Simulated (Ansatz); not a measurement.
# CH₈N₂Si₂: a ladder of functionals and wavefunction methods

The task here is to estimate one member of a computed series from the others.

Computed with Ansatz 0.2.0, Gaussian basis. Level: functionals in def2-TZVPP, the program's frozen cores in correlated methods.

The runs, in order: PBE-D4, r2SCAN-D4, PBE0-D4, B3LYP-D4, ωB97X-V, ωB97M-V, B2PLYP; CCSD(T)/def2-TZVPP; MP2/def2-QZVPP; extrapolation to the limit.

## The geometry

The geometry comes from an earlier relaxation with PBE0-D4 in a triple-zeta def2 set; it is a stationary point, not always the lowest conformer.

SMILES `N[SiH]1NC[SiH2]1`, 13 atoms, charge 0, spin multiplicity 1.

Atoms are counted from 1 here; the program's logs count them from 0.

Bond lengths: N1–Si2 1.708 Å, N1–H6 1.006 Å, N1–H7 1.006 Å, Si2–N3 1.724 Å, Si2–Si5 2.340 Å, Si2–H8 1.494 Å, N3–C4 1.467 Å, N3–H9 1.009 Å, C4–Si5 1.917 Å, C4–H10 1.096 Å, C4–H11 1.096 Å, Si5–H12 1.490 Å, Si5–H13 1.491 Å. Angles: Si2–N1–H6 123.0°, Si2–N1–H7 121.3°, H6–N1–H7 112.6°, N1–Si2–N3 114.3°, N1–Si2–Si5 127.0°, N1–Si2–H8 102.2°, N3–Si2–Si5 75.9°, N3–Si2–H8 117.8°, Si5–Si2–H8 118.8°, Si2–N3–C4 111.1°, Si2–N3–H9 130.1°, C4–N3–H9 118.3°, N3–C4–Si5 96.7°, N3–C4–H10 113.3°, N3–C4–H11 112.6°, Si5–C4–H10 112.3°, Si5–C4–H11 113.9°, H10–C4–H11 107.9° and more.

Set-up of the first run:

File in.yaml:

```yaml
crystal:
  periodic: [false, false, false]
  atoms:
    - {symbol: N, position_ang: [-1.774540, -1.544131, 0.347118]}
    - {symbol: Si, position_ang: [-0.188052, -1.021171, -0.010857]}
    - {symbol: N, position_ang: [0.449873, 0.127700, 1.105185]}
    - {symbol: C, position_ang: [1.013267, 1.287391, 0.405005]}
    - {symbol: Si, position_ang: [0.426362, 0.794566, -1.352553]}
    - {symbol: H, position_ang: [-2.554389, -0.913912, 0.429263]}
    - {symbol: H, position_ang: [-2.060494, -2.494191, 0.182492]}
    - {symbol: H, position_ang: [0.541025, -2.315328, -0.171360]}
    - {symbol: H, position_ang: [0.586351, 0.057606, 2.102107]}
    - {symbol: H, position_ang: [2.105673, 1.348340, 0.477167]}
    - {symbol: H, position_ang: [0.598359, 2.236586, 0.762313]}
    - {symbol: H, position_ang: [1.511311, 0.708363, -2.370192]}
    - {symbol: H, position_ang: [-0.634345, 1.693381, -1.890790]}
basis:
  gaussian: {orbitals: def2-TZVPP}
hamiltonian: {xc: pbe, dispersion: d4}
output: {forces: true, orbitals: {seedname: orbitals}}
```

On the command line:

```console
> ansatz run in.yaml --threads 4 --pin off --events-out ev --progress --plain --max-ram 10444MiB
```

Among the steps run: PBE-D4 (GGA); r2SCAN-D4 (meta-GGA); PBE0-D4 (hybrid); B3LYP-D4 (hybrid); ωB97X-V (range-separated); ωB97M-V (range-separated); B2PLYP (double hybrid); CCSD(T) in def2-TZVPP; MP2 in def2-QZVPP.

One of the session's tables, all rows but one given; the rest of the session is left out.

| method | atomisation energy (kJ/mol) |
| --- | --- |
| PBE-D4 | 4564.1 |
| r2SCAN-D4 | 4485.4 |
| PBE0-D4 | 4495.2 |
| B3LYP-D4 | 4511.0 |
| ωB97X-V | 4538.9 |
| ωB97M-V | 4521.0 |
| B2PLYP | ? |
| HF/def2-TZVPP | 3162.4 |
| MP2/def2-TZVPP | 4393.0 |
| CCSD/def2-TZVPP | 4292.5 |
| CCSD(T)/def2-TZVPP | 4357.6 |
| MP2/CBS | 4537.1 |
| CCSD(T)/CBS | 4501.7 |

Q: Estimate the row for B2PLYP from the others.

**Answer.** atomisation energy (kJ/mol): 4442.8. In the column «atomisation energy (kJ/mol)» it lies between MP2/def2-TZVPP (4393.0) and r2SCAN-D4 (4485.4).

Limits of these values: Free atoms (2 N, 2 Si, 1 C, 8 H) were run apart at each level; the atomisation energy is their sum less the molecule, without zero-point or spin-orbit terms.
